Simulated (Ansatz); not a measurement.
# CH6Al2O: the cost of one run

Method: RKS PBE-D4/STO-3G, in Ansatz 0.2.0.

### 1 The system as given

Bond lengths: Al1–C2 1.927 Å, C2–O3 1.419 Å, O3–Al4 1.912 Å, Al1–H5 1.594 Å, Al1–H6 1.652 Å, C2–H7 1.131 Å, C2–H8 1.126 Å, Al4–H9 1.527 Å, Al4–H10 1.611 Å. Angles: Al1–C2–O3 108.1°, Al1–C2–H7 107.7°, Al1–C2–H8 106.8°, O3–C2–H7 112.3°, O3–C2–H8 114.1°, H7–C2–H8 107.5°, C2–Al1–H5 123.0°, C2–Al1–H6 121.2°, H5–Al1–H6 115.8°, C2–O3–Al4 105.7°, O3–Al4–H9 119.3°, O3–Al4–H10 117.9°, H9–Al4–H10 122.6°.

Structure file:

```xyz
10

Al   -0.9608    1.9299    0.2845
C     0.2046    0.4057    0.1033
O    -0.5932   -0.7215   -0.2240
Al    0.6231   -2.1892   -0.3778
H    -1.0905    2.7676    1.6344
H    -1.9036    2.4414   -0.9724
H     0.9611    0.6455   -0.7023
H     0.7642    0.3055    1.0756
H     1.1970   -2.5424   -1.7482
H     0.8812   -3.0936    0.9298
```

### 2 Relaxing the start

The input, input.yaml:

```yaml
crystal:
  periodic: [false, false, false]
  atoms:
    - { symbol: Al, position_ang: [-0.9608, 1.9299, 0.2845] }
    - { symbol: C, position_ang: [0.2046, 0.4057, 0.1033] }
    - { symbol: O, position_ang: [-0.5932, -0.7215, -0.224] }
    - { symbol: Al, position_ang: [0.6231, -2.1892, -0.3778] }
    - { symbol: H, position_ang: [-1.0905, 2.7676, 1.6344] }
    - { symbol: H, position_ang: [-1.9036, 2.4414, -0.9724] }
    - { symbol: H, position_ang: [0.9611, 0.6455, -0.7023] }
    - { symbol: H, position_ang: [0.7642, 0.3055, 1.0756] }
    - { symbol: H, position_ang: [1.197, -2.5424, -1.7482] }
    - { symbol: H, position_ang: [0.8812, -3.0936, 0.9298] }
basis:
  gaussian: { orbitals: STO-3G }
hamiltonian:
  xc: pbe
  dispersion: d4
relax:
  f_tol: 0.02
  max_steps: 40
scf:
  lower_state_search: "off"
output:
  orbitals: {}
```

The run is started by

```
$ ansatz run input.yaml --threads 1 --pin off --max-ram 2048MiB --backend cpu --events-out ev --progress --plain --runs-dir out
```

What time and memory should one allow on 1 thread of Arm Neoverse N1, shared host?

About 71 s, with a peak of 0.11 GiB.
